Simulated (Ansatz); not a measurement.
# Ge7Au: the cost of one run

Method: DFT PBE, scalar-relativistic, plane waves, PAW, in Ansatz 0.2.0.

## (1) The structure to begin with

It takes space group P-43m (No. 215, cubic). Conventional cell: a = 5.863 Å, b = 5.863 Å, c = 5.863 Å, α = 90.00°, β = 90.00°, γ = 90.00°. Around Ge (site symmetry 3m) lie 3 Ge at 2.53 Å and 1 Au at 2.57 Å. Ge (site symmetry -42m) is surrounded by 4 Ge at 2.53 Å. Au (site symmetry -43m) is surrounded by 4 Ge at 2.57 Å.

As a file:

```
CELL_PARAMETERS angstrom
5.86305 0.00000 0.00000
0.00000 5.86305 0.00000
0.00000 0.00000 5.86305
ATOMIC_POSITIONS crystal
Ge 0.25262 0.25262 0.25262
Ge 0.00000 0.50000 0.50000
Ge 0.50000 0.50000 0.00000
Ge 0.50000 0.00000 0.50000
Ge 0.74738 0.25262 0.74738
Ge 0.74738 0.74738 0.25262
Ge 0.25262 0.74738 0.74738
Au 0.00000 0.00000 0.00000
```

A structure generator made this guess: species swapped into a database cell of Si7Ge (P-43m, No. 215), with Ge on the Si sites and Au on the Ge sites. Its size is a rough estimate.

## (2) The guess as it stands, on a coarse mesh

The input, input.yaml:

```yaml
crystal:
  lattice:
    - [5.86305079, 0.0, 0.0]
    - [0.0, 5.86305079, 0.0]
    - [0.0, 0.0, 5.86305079]
  atoms:
    - { symbol: Ge, position: [0.25261521, 0.25261521, 0.25261521] }
    - { symbol: Ge, position: [0.0, 0.5, 0.5] }
    - { symbol: Ge, position: [0.5, 0.5, 0.0] }
    - { symbol: Ge, position: [0.5, 0.0, 0.5] }
    - { symbol: Ge, position: [0.74738479, 0.25261521, 0.74738479] }
    - { symbol: Ge, position: [0.74738479, 0.74738479, 0.25261521] }
    - { symbol: Ge, position: [0.25261521, 0.74738479, 0.74738479] }
    - { symbol: Au, position: [0.0, 0.0, 0.0] }
basis:
  ecutwfc: 420
kpoints:
  mp_grid: { grid: [4, 4, 4] }
hamiltonian:
  xc: pbe
scf:
  occupations: { method: gaussian, width: 0.1 }
  lower_state_search: "off"
output:
  forces: true
  stress: true
  eigenvalues: true
```

On the command line:

```bash
ansatz run input.yaml --threads 1 --pin off --max-ram 2048MiB --backend cpu --events-out ev --progress --plain --runs-dir out
```

Q: Estimate wall time and peak memory on 1 thread of Intel Xeon Platinum 8259CL at 2.50GHz (Skylake/Cascade Lake), shared host.

About 11 s, with a peak of 0.5 GiB.
